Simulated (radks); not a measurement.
# Excited configurations of Rh²⁺

An exercise on one series of results from a longer session: the logs are not shown, and one member is left open.

Program: radks (a radial shooting solver on a logarithmic mesh, Libxc functionals) version 1. Level of theory: Dirac Kohn-Sham, BLYP, spin-unpolarised, spherical densities, finite nucleus; open shells fill j = l - 1/2 first. These are calculated values, not measurements, unless marked.

### Starting point

| Item | Value |
| --- | --- |
| element | rhodium (Z = 45) |
| charge | +2 |
| electrons | 43 |
| configuration | [Kr] 4d7 |
| nuclear rms radius | 4.4945 fm |

The first run:

Settings of this run:

```text
Z 45
configuration [Kr] 4d7
relativity Dirac
functional b88,lyp
spin unpolarised
j_filling energy
nucleus finite rms 4.4945 fm
c 137.035999084
```

Steps of the session up to this table: Ground configuration: [Kr] 4d7.

One of the session's tables, all rows but one given; the rest of the session is left out.

It belongs to the step «Ground configuration: [Kr] 4d7». From the orbitals of this run (lengths in bohr):

```
level     <r>  outermost maximum (interpolated)  90 % within  nodes
3p3/2       ?                                 ?            ?      ?
3d3/2  0.3684                             0.290        0.586      0
3d5/2  0.3719                             0.292        0.590      0
4s1/2  0.9769                             0.881         1.42      3
4p1/2   1.054                             0.926         1.56      2
4p3/2   1.084                             0.950         1.60      2
4d3/2   1.442                              1.12         2.28      1
4d5/2   1.459                              1.13         2.31      1
```

**Question.** Estimate the row for 3p3/2.

The run gave: <r>: 0.3939; outermost maximum (interpolated): 0.348; 90 % within: 0.594; nodes: 1. In the column «<r>» it lies between 3d5/2 (0.3719) and 4s1/2 (0.9769).

Caveats from the session: Spin polarisation and multiplet splitting are left out, so open shells lie too high by an amount that depends on their filling.
